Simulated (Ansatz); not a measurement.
# SrC2: the cost of one run

Method: DFT PBEsol, with the methods named in each step, in Ansatz 0.2.0.

2 further runs of the same task are left out: 2 that didn't finish. Runs told in other sessions of the task aren't counted.

### 1 The system as given

The structure is tetragonal, space group I4/mmm (No. 139). Conventional cell: a = 4.098 Å, b = 4.098 Å, c = 6.813 Å, α = 90.00°, β = 90.00°, γ = 90.00°. Sr (site symmetry 4/mmm) is surrounded by 10 C at 2.78 to 2.96 Å. Around C (site symmetry 4mm) lie 1 C at 1.25 Å.

Structure file:

```
Sr C
1.0
    -2.04889    2.04889    3.40667
     2.04889   -2.04889    3.40667
     2.04889    2.04889   -3.40667
Sr C
1 2
Direct
  0.00000 0.00000 0.00000
  0.40793 0.40793 0.00000
  0.59207 0.59207 0.00000
```

Atoms are numbered in the order of the input: Sr1, C2, C3.

### 2 Shortest bond scaled by 1, PAW

input.yaml

```yaml
crystal:
  lattice:
    - [-2.0488908708, 2.0488908708, 3.4066710956]
    - [2.0488908708, -2.0488908708, 3.4066710956]
    - [2.0488908708, 2.0488908708, -3.4066710956]
  atoms:
    - { symbol: Sr, position: [0.0, 0.0, 0.0] }
    - { symbol: C, position: [0.40792644, 0.40792644, 0.0] }
    - { symbol: C, position: [0.59207356, 0.59207356, 0.0] }
kpoints:
  mp_grid: { grid: [8, 8, 8] }
scf:
  occupations: { method: fermi_dirac, width: 0.03 }
hamiltonian:
  xc: pbesol
  pseudopotentials: { kind: paw }
output:
  forces: true
  stress: true
  eigenvalues: true
  populations: true
```

The run is started by

```sh
ansatz run input.yaml --threads 1 --pin off --max-ram 3072MiB --backend cpu --events-out ev --progress --plain --runs-dir out
```

What time and memory should one allow on 1 thread of Arm Neoverse N1, shared host?

About 5.3 s, with a peak of 0.32 GiB.
